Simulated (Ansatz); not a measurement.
**TiC: a single-point run**

Wanted: a converged single-point run for TiC, and a check of what comes out. The structure is shown as the input types it.

The COD entry's cell or inner coordinates are ideal or old and differ from later refinements, so a difference from it is no clean test against experiment.

Computed with Ansatz 0.2.0 (DFT, PBEsol, all-electron LAPW, scalar-relativistic; levels and slopes on a fine mesh, independent-particle optical spectra, unless a step's input says otherwise).

### 1 The structure to begin with

The structure is cubic, space group Fm-3m (No. 225). Conventional cell: a = 4.293 Å, b = 4.293 Å, c = 4.293 Å, α = 90.00°, β = 90.00°, γ = 90.00°. Around Ti (site symmetry m-3m) lie 6 C at 2.15 Å. C (site symmetry m-3m) has 6 Ti at 2.15 Å as nearest neighbours.

Coordinates:

```xyz
2
Lattice="0.0000 2.1467 2.1467 2.1467 0.0000 2.1467 2.1467 2.1467 0.0000" Properties=species:S:1:pos:R:3 pbc="T T T"
Ti    0.0000    0.0000    0.0000
C     2.1467    2.1467    2.1467
```

### 2 Running it

input.yaml reads:

```yaml
crystal:
  lattice:
    - [0.0, 2.14674813031, 2.14674813031]
    - [2.14674813031, 0.0, 2.14674813031]
    - [2.14674813031, 2.14674813031, 0.0]
  atoms:
    - { symbol: Ti, position: [0.0, 0.0, 0.0] }
    - { symbol: C, position: [0.5, 0.5, 0.5] }
kpoints:
  mp_grid: { grid: [14, 14, 14] }
scf:
  occupations: { method: gaussian, width: 2.0 }
  max_iter: 75
hamiltonian:
  xc: pbesol
  pseudopotentials: { kind: all_electron, lapw: { basis_error: 0.001 } }
output:
  forces: true
  stress: true
  eigenvalues: true
  eigenstates:
    nscf_kmesh: { grid: [24, 24, 24] }
    de_dk: true
    e_range: [-14, 14]
  optics:
    e_range: [0, 25]
    de: 0.2
    sigma: 0.1
    bands: { spectra_wanted_up_to: 25 }
    nscf_kmesh: { grid: [24, 24, 24] }
    drude_damping: 0.2
checkpoint:
  write: ck
  write_wavefunctions: false
```

Command:

```console
> ansatz run input.yaml --threads 1 --pin off --max-ram 3072MiB --backend cpu --events-out ev --progress --plain --runs-dir out
```

Q: Will this input give a usable result? If not, why, and what should change?

The program finished normally, with warnings (optics on partly filled bands). Convergence says nothing about whether the input makes sense.

The suspect setting: scf.occupations.method is gaussian; scf.occupations.width is 2.0. The width is far wider than usual, so occupations near the Fermi level are blurred and the entropy term grows.

To check: set scf.occupations.method to fermi_dirac and scf.occupations.width to 0.1.
